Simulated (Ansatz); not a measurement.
I need a rigid scan of one bond length of H5OSbSi2, SMILES [SiH3][SiH]1[O][SbH]1. Use Ansatz 0.2.0 through its Python package. Use (for the species named): PBE0, def2-SVP basis, multiplicity 1, D4 dispersion.

```xyz
9

Si    0.0633    1.3534    0.0899
Si   -0.5842   -0.6766    0.6598
O     0.7519   -1.7111    0.6377
Sb   -0.0243   -2.3983   -1.0600
H     0.8667    1.3355   -1.1382
H     0.7619    2.0362    1.1798
H    -1.1630    2.1929   -0.2059
H    -1.3987   -0.9285    1.8177
H     0.8149   -1.2498   -1.9978
```

The script, `run_scan.py`:
```python
from dataclasses import dataclass

import ansatz as az
import numpy as np


@dataclass
class Settings:
    basis_set: str = "def2-SVP"
    xc: str = "PBE0"
    dispersion: str = "d4"


opts = Settings()

GEOMETRY = """
Si    0.06330    1.35340    0.08990
Si   -0.58420   -0.67660    0.65980
O     0.75190   -1.71110    0.63770
Sb   -0.02430   -2.39830   -1.06000
H     0.86670    1.33550   -1.13820
H     0.76190    2.03620    1.17980
H    -1.16300    2.19290   -0.20590
H    -1.39870   -0.92850    1.81770
H     0.81490   -1.24980   -1.99780
"""

molecule = az.Crystal.molecule()
for line in GEOMETRY.strip().splitlines():
    symbol, *xyz = line.split()
    molecule = molecule.atom(symbol, [float(v) for v in xyz])

symbols = [site.symbol for site in molecule.cartesian_sites]
start = np.array([site.position_ang for site in molecule.cartesian_sites])
axis = (start[6] - start[0]) / np.linalg.norm(start[6] - start[0])
moving = [6]
lengths, energies = [1.333, 1.394, 1.455, 1.515, 1.576, 1.637, 1.697, 1.788], []
for length in lengths:
    xyz = start.copy()
    xyz[moving] += (length - np.linalg.norm(start[6] - start[0])) * axis
    point = az.Crystal.molecule()
    for symbol, xyz in zip(symbols, xyz):
        point = point.atom(symbol, xyz.tolist())
    calculation = point.calculation().basis(gaussian=opts.basis_set).functional(opts.xc, dispersion=opts.dispersion)
    rep = calculation.run(threads=1, pin="off").report
    energies.append(rep["free_energy_ev"])
    print(f"r = {length:6.3f} A  E = {energies[-1]:.5f} eV  <S^2> = {abs(rep['mean_field']['state']['spin_squared']):.3f}")

fit = np.polynomial.Polynomial.fit(lengths, np.array(energies) - min(energies), 4).convert()
roots = [r.real for r in fit.deriv().roots() if abs(r.imag) < 1e-9 and fit.deriv(2)(r.real) > 0]
r_e = min(roots, key=lambda r: abs(r - lengths[int(np.argmin(energies))]))
print(f"minimum of the fit at {r_e:.4f} A, force constant {fit.deriv(2)(r_e):.2f} eV/A^2")
```

```console
$ python run_scan.py
r =  1.333 A  E = -24405.31929 eV  <S^2> = 0.000
r =  1.394 A  E = -24405.51926 eV  <S^2> = 0.000
r =  1.455 A  E = -24405.61676 eV  <S^2> = 0.000
r =  1.515 A  E = -24405.63516 eV  <S^2> = 0.000
r =  1.576 A  E = -24405.59334 eV  <S^2> = 0.000
r =  1.637 A  E = -24405.50521 eV  <S^2> = 0.000
r =  1.697 A  E = -24405.38503 eV  <S^2> = 0.000
r =  1.788 A  E = -24405.16235 eV  <S^2> = 0.000
minimum of the fit at 1.5012 A, force constant 17.55 eV/A^2
```

Caveats:
- These settings explore the input space; basis and method may be short of convergence.
- The rest of the molecule is held rigid at a force-field or estimated start geometry, and the basis set is modest; single-reference methods fail as a bond breaks.
- def2 sets replace the cores of elements past krypton by effective core potentials.
- The orbitals are restricted, so S² is zero by construction.
- The whole script took 42 s on 1 thread of Arm Neoverse V1 (shared host), peak memory 0.29 GiB.

(Lines on the test bed's own set-up are left out of the output.)
